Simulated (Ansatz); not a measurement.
**Al₂H₃LiS: one structure at several levels**

The task here is to estimate one member of a computed series from the others.

Program: Ansatz 0.2.0, Gaussian basis. Level of theory: single points in def2-TZVPP. These are calculated values, not measurements.

Cores are frozen in the correlated methods. The outer core shell of Li, Na, Mg and K is correlated.

## Starting geometry

SMILES `[Li][S][AlH][AlH2]`, 7 atoms, charge 0, spin multiplicity 1.

Atoms are counted from 1 here; the program's logs count them from 0.

Bond lengths: Li1–S2 2.288 Å, S2–Al3 2.134 Å, Al3–H5 1.555 Å, Al4–H6 1.651 Å, Al4–H7 1.738 Å. Angles: Li1–S2–Al3 154.4°, S2–Al3–H5 126.4°, H6–Al4–H7 109.8°.

Geometry (Å):

```xyz
7
Al2H3LiS
Li    0.1650   -3.0863    3.0256
S     0.0178   -1.3565    1.5351
Al    0.3528    0.6431    0.8678
Al   -0.3115    0.7149   -1.7983
H     0.8435    1.8353    1.7377
H    -0.6907   -0.6765   -2.6014
H    -0.4414    2.0717   -2.8763
```

Set-up of the first run:

Input file run/in.yaml:

```yaml
crystal:
  periodic: [false, false, false]
  atoms:
    - {symbol: Li, position_ang: [0.165000, -3.086300, 3.025600]}
    - {symbol: S, position_ang: [0.017800, -1.356500, 1.535100]}
    - {symbol: Al, position_ang: [0.352800, 0.643100, 0.867800]}
    - {symbol: Al, position_ang: [-0.311500, 0.714900, -1.798300]}
    - {symbol: H, position_ang: [0.843500, 1.835300, 1.737700]}
    - {symbol: H, position_ang: [-0.690700, -0.676500, -2.601400]}
    - {symbol: H, position_ang: [-0.441400, 2.071700, -2.876300]}
basis:
  gaussian: {orbitals: def2-TZVPP}
correlation: {method: ccsd_t}
output: {forces: true}
```

The command line of these runs was not kept.

Steps of the session up to this table: CCSD(T)/def2-TZVPP; PBE0-D4/def2-TZVPP; wB97M-V/def2-TZVPP; r2SCAN-D4/def2-TZVPP; PBE-D4/def2-TZVPP; r2SCAN0-D4/def2-TZVPP; SPW92/def2-TZVPP.

One table of the session follows, with a row left open; its other results are not shown here.

```
    method  RMS force component (eV/Å)  angle to CCSD(T) forces (°)  dipole (D)
   CCSD(T)                       0.540                    reference       10.11
   PBE0-D4                       0.536                          4.9        9.90
   wB97M-V                           ?                            ?           ?
 r2SCAN-D4                       0.526                          3.6       10.12
    PBE-D4                       0.522                          9.3        9.81
r2SCAN0-D4                       0.540                          6.4       10.08
     SPW92                       0.528                         11.4        9.76
```

Estimate the missing values for wB97M-V.

The run gave: RMS force component (eV/Å): 0.539; angle to CCSD(T) forces (°): 4.8; dipole (D): 9.94. In the column «RMS force component (eV/Å)» it lies between PBE0-D4 (0.536) and CCSD(T) (0.540).
